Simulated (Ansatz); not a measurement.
**GeAs (quartet): wave-function methods side by side, cc-pVTZ**

One table from this session's results is given with a row withheld; the runs are named, their logs left out.

Method: cc-pVTZ, core rule «outside noble gas», up to 28 orbitals frozen; program: Ansatz 0.2.0, Gaussian basis.

Plan: UHF; CCSD(T) on ROHF; CCSD(T) on UHF; BCCD(T) on ROHF; CISD as a restricted active space (open shells left free, so some higher excitations enter); CCSDT(Q) on ROHF; CCSDT(Q) on UHF; CASSCF and MRCISD+Q, 9 electrons in 8 orbitals; CASSCF and NEVPT2, 9 electrons in 8 orbitals.

15 further runs of the same task are left out: 4 that didn't finish, 11 set aside as unsound or not needed. Runs told in other sessions of the task aren't counted.

## The system

The geometry is a PBE0/def2-TZVP stationary point (not a proven minimum). No spin-orbit coupling is included. The filled d shell of Ge, As may be among the frozen orbitals whatever the setting's name suggests.

2 atoms, charge 0, spin multiplicity 4.

Atoms are counted from 1 here; the program's logs count them from 0.

Bond lengths: Ge1–As2 2.531 Å.

Geometry (Å):

```tsv
atom	x (Å)	y (Å)	z (Å)
Ge1	0.0000	0.0000	0.0000
As2	0.0000	0.0000	2.5311
```

The first run:

The input, in.yaml:

```yaml
crystal:
  periodic: [false, false, false]
  atoms:
    - {symbol: Ge, position_ang: [0.000000, 0.000000, 0.000000]}
    - {symbol: As, position_ang: [0.000000, 0.000000, 2.531100]}
basis:
  gaussian: {orbitals: cc-pVTZ}
magnetization: {spin_polarized: true, initial_magnetization: 3}
hamiltonian: {xc: hf}
output: {orbitals: {seedname: orbitals}}
```

Started as:

```
$ ansatz run in.yaml --threads 1 --pin off --events-out ev --progress --plain --max-ram 2393MiB
```

Steps of the session up to this table: UHF; CCSD(T) on ROHF; CCSD(T) on UHF; BCCD(T) on ROHF; CISD as a restricted active space (open shells left free, so some higher excitations enter); CCSDT(Q) on ROHF; CCSDT(Q) on UHF; CASSCF and MRCISD+Q, 9 electrons in 8 orbitals; CASSCF and NEVPT2, 9 electrons in 8 orbitals.

One of the session's tables, all rows but one given; the rest of the session is left out.

```
          method  from UCCSDT(Q) (kcal/mol)
            ROHF                    +125.11
             UHF                    +119.32
            RMP2                     +25.04
            UMP2                     +26.13
            CISD                     +14.38
           RCCSD                      +6.87
           UCCSD                      +6.42
        RCCSD(T)                      +1.52
        UCCSD(T)                      +1.28
         BCCD(T)                      +1.53
          RCCSDT                      +0.57
          UCCSDT                      +0.28
       RCCSDT(Q)                      +0.29
       UCCSDT(Q)                          0
  CASSCF valence                    +103.50
  NEVPT2 valence                          ?
  MRCISD valence                     +10.45
MRCISD+Q valence                      +1.71
```

Estimate the missing values for NEVPT2 valence.

**Answer.** from UCCSDT(Q) (kcal/mol): +23.30. In the column «from UCCSDT(Q) (kcal/mol)» it lies between CISD (+14.38) and RMP2 (+25.04).

With the free atoms at the same levels and basis (separate runs), the atomisation energy is 1.286 eV at UCCSDT(Q), 1.282 eV at RCCSD(T), 1.263 eV at UCCSD(T), 0.260 eV at ROHF.

Limits of these values: Restricted and unrestricted rows rest on different reference determinants; a gap between their highest levels can come from leftover correlation error, from unlike frozen cores or from another state.
